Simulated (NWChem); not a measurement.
# One shape, several levels: CH4FOSi− (SMILES CO[SiH-]F)

Aim: a comparison of 4 runs (HF/STO-3G, HF/3-21G, B3LYP/6-31G*) of CH4FOSi−. 

The calculation is run with NWChem 7.3.0.

### Step 1. The molecule

CH4FOSi−: 8 atoms, total charge -1, spin state singlet. As SMILES, `CO[SiH-]F`. The shape is that of a GFN2-xTB optimisation. This is one conformer, not always the lowest.

Bond lengths: C1–O2 1.343 Å, O2–Si3 1.744 Å, Si3–F4 1.694 Å, C1–H5 1.102 Å, C1–H6 1.108 Å, C1–H7 1.110 Å, Si3–H8 1.531 Å. Angles: C1–O2–Si3 113.6°, O2–Si3–F4 95.0°, O2–C1–H5 110.4°, O2–C1–H6 112.8°, O2–C1–H7 112.1°, O2–Si3–H8 98.4°, F4–Si3–H8 95.3°, H5–C1–H6 107.5°, H5–C1–H7 107.8°, H6–C1–H7 105.9°.

### Step 2. Energy and gradient at HF/STO-3G (run 1)

The input, mol.nw:

```
START mol
TITLE "CH4FOSi hf"
memory 2200 mb
charge -1

GEOMETRY noautosym nocenter noautoz
  C     -0.585350     0.950970     0.066160
  O     -0.080160     0.012680    -0.751060
  Si     0.252850    -1.501710     0.046780
  F      1.198940    -2.125600    -1.212500
  H     -0.785390     1.880120    -0.491860
  H      0.096570     1.204420     0.902320
  H     -1.535860     0.626250     0.537600
  H      1.438390    -1.047120     0.902570
END

BASIS spherical bse
  * library STO-3G
END

SCF
  singlet
  rhf
  thresh 1e-08
  maxiter 80
  print low
END

TASK scf gradient
```

Command:

```bash
nwchem mol.nw > mol.out
```

The log of the run:

```text
[...]
  functions       =    28
[...]
  wavefunction    = RHF
[...]
         Total SCF energy =   -497.053646830500
      One-electron energy =  -1041.914834589784
      Two-electron energy =    376.372504757095
 Nuclear repulsion energy =    168.488683002189
        Time for solution =      1.0s
[...]
                         RHF ENERGY GRADIENTS
    atom               coordinates                        gradient
                 x          y          z           x          y          z
   1 C      -1.106151   1.797073   0.125024    0.020060  -0.028882  -0.036560
   2 O      -0.151480   0.023962  -1.419298   -0.035479   0.031731   0.052480
   3 Si      0.477817  -2.837820   0.088401   -0.009671   0.033010  -0.014764
   4 F       2.265668  -4.016802  -2.291293    0.005351  -0.011187  -0.007831
   5 H      -1.484172   3.552912  -0.929481    0.002914  -0.003165  -0.005634
   6 H       0.182491   2.276024   1.705138    0.005912  -0.007385  -0.000629
   7 H      -2.902355   1.183441   1.015917   -0.000077  -0.010779  -0.002613
   8 H       2.718163  -1.978770   1.705610    0.010991  -0.003342   0.015549
 Task  times  cpu:        1.6s     wall:        1.6s
 Total times  cpu:        1.6s     wall:        1.6s
```

Run time: 2.2 s. Hardware: 1 thread of Intel Xeon Platinum 8488C (Sapphire Rapids), shared host; peak memory 0.098 GiB.

### Step 3. Energy and forces at HF/3-21G (run 2)

The input, calc.nw:

```
start calc
memory stack 880 mb heap 220 mb global 1100 mb
charge -1

geometry units angstroms noautosym nocenter noautoz
   C     -0.585350     0.950970     0.066160
   O     -0.080160     0.012680    -0.751060
   Si     0.252850    -1.501710     0.046780
   F      1.198940    -2.125600    -1.212500
   H     -0.785390     1.880120    -0.491860
   H      0.096570     1.204420     0.902320
   H     -1.535860     0.626250     0.537600
   H      1.438390    -1.047120     0.902570
end

basis "ao basis" spherical bse
   C library 3-21G
   O library 3-21G
   Si library 3-21G
   F library 3-21G
   H library 3-21G
end

scf
   thresh 1e-08
   maxiter 80
end

task scf gradient
```

Command:

```bash
nwchem calc.nw > calc.out
```

The log of the run:

```text
[...]
  functions       =    48
[...]
  wavefunction    = RHF
[...]
         Total SCF energy =   -500.773292467951
      One-electron energy =  -1039.610085654139
      Two-electron energy =    370.348110183999
 Nuclear repulsion energy =    168.488683002189
        Time for solution =      1.3s
[...]
                         RHF ENERGY GRADIENTS
    atom               coordinates                        gradient
                 x          y          z           x          y          z
   1 C      -1.106151   1.797073   0.125024    0.023596  -0.042818  -0.029077
   2 O      -0.151480   0.023962  -1.419298   -0.018431   0.029475   0.028374
   3 Si      0.477817  -2.837820   0.088401   -0.004392   0.023341   0.016570
   4 F       2.265668  -4.016802  -2.291293    0.004960   0.004333  -0.001542
   5 H      -1.484172   3.552912  -0.929481    0.000485   0.004484  -0.007838
   6 H       0.182491   2.276024   1.705138    0.005901  -0.002572   0.004366
   7 H      -2.902355   1.183441   1.015917   -0.004986  -0.008056   0.000976
   8 H       2.718163  -1.978770   1.705610   -0.007133  -0.008187  -0.011829
[...]
```

It took 2.5 s on 1 thread of Intel Xeon Platinum 8488C (Sapphire Rapids), shared host; peak memory 0.099 GiB.

Run 3 isn't shown in full; the table further down has it.

### Step 4. Energy and gradient at B3LYP/6-31G(d) (Cartesian functions) (run 4)

The input, run.py:

```python
from ase import Atoms
from ase.calculators.nwchem import NWChem

molecule = Atoms(['C', 'O', 'Si', 'F', 'H', 'H', 'H', 'H'], positions=[
    [-0.585350, 0.950970, 0.066160],
    [-0.080160, 0.012680, -0.751060],
    [0.252850, -1.501710, 0.046780],
    [1.198940, -2.125600, -1.212500],
    [-0.785390, 1.880120, -0.491860],
    [0.096570, 1.204420, 0.902320],
    [-1.535860, 0.626250, 0.537600],
    [1.438390, -1.047120, 0.902570],
])

calc = NWChem(
    label='job',
    theory='dft',
    memory='2200 mb',
    basis='6-31G*',
    charge=-1,
    dft={'xc': 'b3lyp', 'mult': '1', 'grid': 'xfine', 'convergence': 'energy 1e-08', 'iterations': '100', 'mulliken': None},
)
molecule.calc = calc

forces = molecule.get_forces()
print("Total energy (eV):", round(molecule.get_potential_energy(), 6))
print("forces (eV/A):")
for s, f in zip(molecule.symbols, forces):
    print(f"{s:2s} {f[0]:10.5f} {f[1]:10.5f} {f[2]:10.5f}")
print("dipole (e A):", molecule.get_dipole_moment().round(4))
```

Command:

```bash
export ASE_NWCHEM_COMMAND="nwchem PREFIX.nwi > PREFIX.nwo"
python run.py
```

The log of the run:

```text
Total energy (eV): -13745.304788
forces (eV/A):
C    -0.60627    0.91629    0.78028
O     0.68170   -0.72536   -1.13668
Si   -0.08783   -1.12650   -0.59516
F    -0.19258   -0.10264    0.09374
H    -0.09457    0.19900    0.04283
H     0.06865    0.22106    0.16183
H    -0.19669    0.18856    0.15195
H     0.42752    0.42963    0.50121
dipole (e A): [-0.3438  1.3729  0.316 ]
```

The calculator wrote job.nwi:

```
title "job"

permanent_dir job

scratch_dir job

start job

geometry units angstrom nocenter noautosym noautoz
  C  -5.8535000000000004e-01 9.5096999999999998e-01 6.6159999999999997e-02
  O  -8.0159999999999995e-02 1.2680000000000000e-02 -7.5105999999999995e-01
  Si 2.5285000000000002e-01 -1.5017100000000001e+00 4.6780000000000002e-02
  F  1.1989399999999999e+00 -2.1255999999999999e+00 -1.2124999999999999e+00
  H  -7.8539000000000003e-01 1.8801200000000000e+00 -4.9186000000000002e-01
  H  9.6570000000000003e-02 1.2044200000000000e+00 9.0232000000000001e-01
  H  -1.5358600000000000e+00 6.2624999999999997e-01 5.3759999999999997e-01
  H  1.4383900000000001e+00 -1.0471200000000001e+00 9.0256999999999998e-01
end

charge -1

memory 2200 mb

basis noprint
   * library 6-31G*
end

dft
  xc b3lyp
  mult 1
  grid xfine
  convergence energy 1e-08
  iterations 100
  mulliken
end

task dft gradient
```

job.nwo:

```text
Northwest Computational Chemistry Package (NWChem) 7.3.0
             --------------------------------------------------------

           Job information
           ---------------

    nwchem branch   = 7.3.0
    use scalapack   = T
    input           = job.nwi
    prefix          = job.
    data base       = job/job.db
    status          = startup
    nproc           =        1

           Memory information
           ------------------

    heap     =     72089598 doubles =      550.0 Mbytes
    stack    =     72089595 doubles =      550.0 Mbytes
    global   =    144179200 doubles =     1100.0 Mbytes (distinct from heap & stack)
    total    =    288358393 doubles =     2200.0 Mbytes
    verify   = yes
    hardfail = no

[... 109 lines left out ...]
  convergence criterion.
[... 42 lines left out ...]
          Spatial weights used:  Erf1
[... 76 lines left out ...]
         Total DFT energy =     -505.130638167651
[... 3 lines left out ...]
 Nuclear repulsion energy =      168.488683002189
[... 572 lines left out ...]
          Convergence on gradient requested:  5.00D-04
[... 29 lines left out ...]
          total energy or number of iterations.
[... 26 lines left out ...]
                         DFT ENERGY GRADIENTS

    atom               coordinates                        gradient
                 x          y          z           x          y          z
   1 C      -1.106151   1.797073   0.125024    0.011790  -0.017819  -0.015174
   2 O      -0.151480   0.023962  -1.419298   -0.013257   0.014106   0.022105
   3 Si      0.477817  -2.837820   0.088401    0.001708   0.021907   0.011574
[... 4 lines of this table left out ...]
   8 H       2.718163  -1.978770   1.705610   -0.008314  -0.008355  -0.009747

                 ----------------------------------------
                 |  Time  |  1-e(secs)   |  2-e(secs)   |
                 ----------------------------------------
                 |  CPU   |       0.00   |       3.92   |
                 ----------------------------------------
                 |  WALL  |       0.00   |       3.92   |
                 ----------------------------------------

 Task  times  cpu:       30.5s     wall:       30.5s
 Total times  cpu:       30.5s     wall:       30.5s
```

Run time: 32 s. Hardware: 1 thread of Intel Xeon Platinum 8488C (Sapphire Rapids), shared host; peak memory 0.14 GiB.

### Step 5. Overview of the runs

| run | level | iteration cap | module | energy (Eh) | largest force (eV/Å) | wall time |
| --- | --- | --- | --- | --- | --- | --- |
| 1 | HF/STO-3G | 80 | scf | -497.053647 | 3.643 | 2.2 s |
| 2 | HF/3-21G | 80 | scf | -500.773292 | 2.925 | 2.5 s |
| 3 | B3LYP/6-31G* (spherical functions) | 100 | dft | -505.125957 | 1.491 | 29 s |
| 4 | B3LYP/6-31G* (Cartesian functions) | 100 | dft | -505.130638 | 1.511 | 32 s |

### Step 6. Outcome

| quantity | value |
| --- | --- |
| run 4: total energy | -505.13064 Eh |
| run 4: HOMO energy | 0.93 eV |
| run 4: LUMO energy | 6.03 eV |
| run 4: HOMO–LUMO gap (to an unbound level, set by the basis) | 5.10 eV |
| run 4: largest force on an atom | 1.511 eV/Å |

In run 4 the HOMO lies above zero, so the outermost electron may be held by the basis alone. In run 1 the basis is minimal, so the values are rough. All runs together took 66 s, the longest 32 s.
